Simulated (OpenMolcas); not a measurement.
# Ru⁵⁺ among point charges: CASSCF and CASPT2 levels and susceptibility

Aim: the splitting of the states of Ru⁵⁺ in the field of 6 point charges, its lowest levels with spin-orbit coupling and its magnetic susceptibility.

Method: state-averaged CASSCF and CASPT2, spin-orbit coupling by RASSI with atomic mean-field integrals. Code: OpenMolcas 26.06.

### 1 The atom as given

```
Species                           : Ru⁵⁺ (ruthenium, Z = 44, 39 electrons)
Basis                             : ANO-RCC-VDZP [6s5p3d1f], 43 functions
Scalar Hamiltonian                : DKH2, point nucleus
Inactive shells                   : 1s 2s 2p 3s 3p 3d 4s 4p
Active space                      : 3 electrons in 5 orbitals (4d)
Some configurations of this space : 4d3
Orbitals                          : optimised for each spin and parity, averaged over all roots
```

Outer shells as boxes (Hund's rule):

4d3
```
4d [↑ ][↑ ][↑ ][  ][  ]
```

The ion sits among 6 point charges of -1 e arranged as a tetragonal octahedron (D4h), 2.09 Å from the ion, with the axial distance 2.341 Å.

Each step is its own input file, run in one work folder so that later steps find the files of earlier ones. Labels, J, g values, rates, χT and fits are worked out afterwards by a script from the matrices that RASSI stores. The input lists half of the charges; inversion (Group=XYZ) makes the rest.

### 2 One- and two-electron integrals

The input, a.inp:

```
&GATEWAY
Coord
1

Ru 0.0 0.0 0.0
Basis=ANO-RCC-VDZP
Group=XYZ
NoMove
AngMom=0.0 0.0 0.0
AMFI
XField
3 Angstrom 0
2.090000 0.000000 0.000000 -1.000000
0.000000 2.090000 0.000000 -1.000000
0.000000 0.000000 2.340800 -1.000000
&SEWARD
```

Command:

```sh
> OMP_NUM_THREADS=1 MOLCAS_MEM=1689 MOLCAS_PROJECT=a pymolcas a.inp > a.log
```

### 3 CASSCF: quartets of even parity, 10 roots

The input, a.inp:

```
&RASSCF
FileOrb=start.orb
Symmetry=1
Spin=4
nActEl=3 0 0
Inactive=9 9
Ras2=5 0
CIRoot=10 10 1
SDav=10
CIMx=300
Iter=120 100
PrWF=0.3
OrbListing=Nothing
MaxOrb=0
>>> COPY $Project.JobIph JOB001
```

start.orb holds the contracted functions of the basis, ordered by shell, or the orbitals of the step before.

### 4 CASSCF: doublets of even parity, 40 roots

The input, a.inp:

```
&RASSCF
FileOrb=start.orb
Symmetry=1
Spin=2
nActEl=3 0 0
Inactive=9 9
Ras2=5 0
CIRoot=40 40 1
SDav=40
CIMx=300
Iter=120 100
PrWF=0.3
OrbListing=Nothing
MaxOrb=0
>>> COPY $Project.JobIph JOB002
```

### 5 RASSI: spin-orbit coupling between the states

The input, a.inp:

```
&RASSI
NrOfJobIphs=2 10 40
1 2 3 4 5 6 7 8 9 10
1 2 3 4 5 6 7 8 9 10 11 12 13 14 15 16 17 18 19 20 21 22 23 24 25 26 27
28 29 30 31 32 33 34 35 36 37 38 39 40
IphNames
JOB001
JOB002
EJob
SpinOrbit
DIPRint=1.0
SOCoupling=1000.0
Subsets=2
Property=9
'ANGMOM' 1 'ANGMOM' 2 'ANGMOM' 3 'MLTPL  1' 1 'MLTPL  1' 2 'MLTPL  1' 3
'AMFI' 1 'AMFI' 2 'AMFI' 3
SOProperty=3
'ANGMOM' 1 'ANGMOM' 2 'ANGMOM' 3
```

### 6 CASPT2: IPEA 0.25, imaginary shift 0.1 (closed shells correlated: 4s 4p)

The input, a.inp:

```
>>> COPY JOB001 $Project.JobIph
&CASPT2
Multistate=10 1 2 3 4 5 6 7 8 9 10
NoMult
Frozen=8 6
IPEA=0.25
Imaginary=0.1
MaxIter=60
WThr=0.0 0.3 0.05
PrWF=0.5
NoMix
>>> COPY JOB002 $Project.JobIph
&CASPT2
Multistate=40 1 2 3 4 5 6 7 8 9 10 11 12 13 14 15 16 17 18 19 20 21 22
23 24 25 26 27 28 29 30 31 32 33 34 35 36 37 38 39 40
NoMult
Frozen=8 6
IPEA=0.25
Imaginary=0.1
MaxIter=60
WThr=0.0 0.3 0.05
PrWF=0.5
NoMix
```

(Steps that only read results are left out.)

What does the calculation give? Wanted: spin-free ground state; first state of the same spin within the active space; lowest level; next level.

The runs gave:

| quantity | value |
| --- | --- |
| method | SS-CASPT2, IPEA 0.25, imaginary shift 0.1 (closed shells correlated: 4s 4p) |
| spin-free ground state | 4B1, 1-fold in its orbital part |
| first state of the same spin within the active space | 4E at 1660 cm⁻¹ |
| lowest level | 2-fold E3/2, g = 0.12, 1.59, 1.59 |
| next level | 271.1 cm⁻¹ |
| χT at 300 K | 0.29 cm³ K/mol |
| effective moment at 300 K | 1.52 μB |

Cost by method:

```csv
method,time of its own steps,time with the reference
A. CASSCF,8.4 s,8.4 s
"B. SS-CASPT2, IPEA 0.25, imaginary shift 0.1, +4s 4p",2.6 s,11 s
```

Times are of one thread on a shared host.

In words: The spin-free ground state (4B1) comes to 100 % from free-ion F terms and keeps the highest spin of the shell. χT at 300 K is 0.29, against 1.88 cm³ K/mol for the spin alone, so spin-orbit coupling lowers it. The field of point charges can differ much from that of real complexes. Point charges carry no covalency, so the field is a model and not that of real ligands.
